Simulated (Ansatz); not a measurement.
# Ge4I: the cost of one run

Program: Ansatz 0.2.0. Level of theory: DFT PBE, scalar-relativistic, plane waves, PAW. These are calculated values, not measurements.

## (1) The structure to begin with

Symmetry: P4/mmm, No. 123, tetragonal system. Conventional cell: a = 4.804 Å, b = 4.804 Å, c = 5.216 Å, α = 90.00°, β = 90.00°, γ = 90.00°. Around Ge (site symmetry m2m) lie 3 Ge at 1.88 to 2.07 Å. I (site symmetry 4/mmm) is surrounded by 8 Ge at 2.99 Å.

Coordinates:

```xyz
5
Lattice="4.8041 0.0000 0.0000 0.0000 4.8041 0.0000 0.0000 0.0000 5.2163" Properties=species:S:1:pos:R:3 pbc="T T T"
Ge    0.9415    2.4020    0.0000
Ge    3.8626    2.4020    0.0000
Ge    2.4020    3.8626    0.0000
Ge    2.4020    0.9415    0.0000
I     2.4020    2.4020    2.6081
```

Recipe of the guess: random cell by space group and Wyckoff sites (P4/mmm, No. 123). Lengths come from tabulated atomic sizes and are only a guess.

## (2) The guess as it stands, on a coarse mesh

Input file input.yaml:

```yaml
crystal:
  lattice:
    - [4.8040647, 0.0, 0.0]
    - [0.0, 4.8040647, 0.0]
    - [0.0, 0.0, 5.21629736]
  atoms:
    - { symbol: Ge, position: [0.19598237, 0.5, 0.0] }
    - { symbol: Ge, position: [0.80401763, 0.5, 0.0] }
    - { symbol: Ge, position: [0.5, 0.80401763, 0.0] }
    - { symbol: Ge, position: [0.5, 0.19598237, 0.0] }
    - { symbol: I, position: [0.5, 0.5, 0.5] }
basis:
  ecutwfc: 420
kpoints:
  mp_grid: { grid: [4, 4, 4] }
hamiltonian:
  xc: pbe
scf:
  occupations: { method: gaussian, width: 0.1 }
  lower_state_search: "off"
output:
  forces: true
  stress: true
  eigenvalues: true
```

Command:

```bash
$ ansatz run input.yaml --threads 1 --pin off --max-ram 2560MiB --backend cpu --events-out ev --progress --plain --runs-dir out
```

What time and memory should one allow on 1 thread of Arm Neoverse V2, shared host?

About 6.9 s, with a peak of 0.46 GiB.
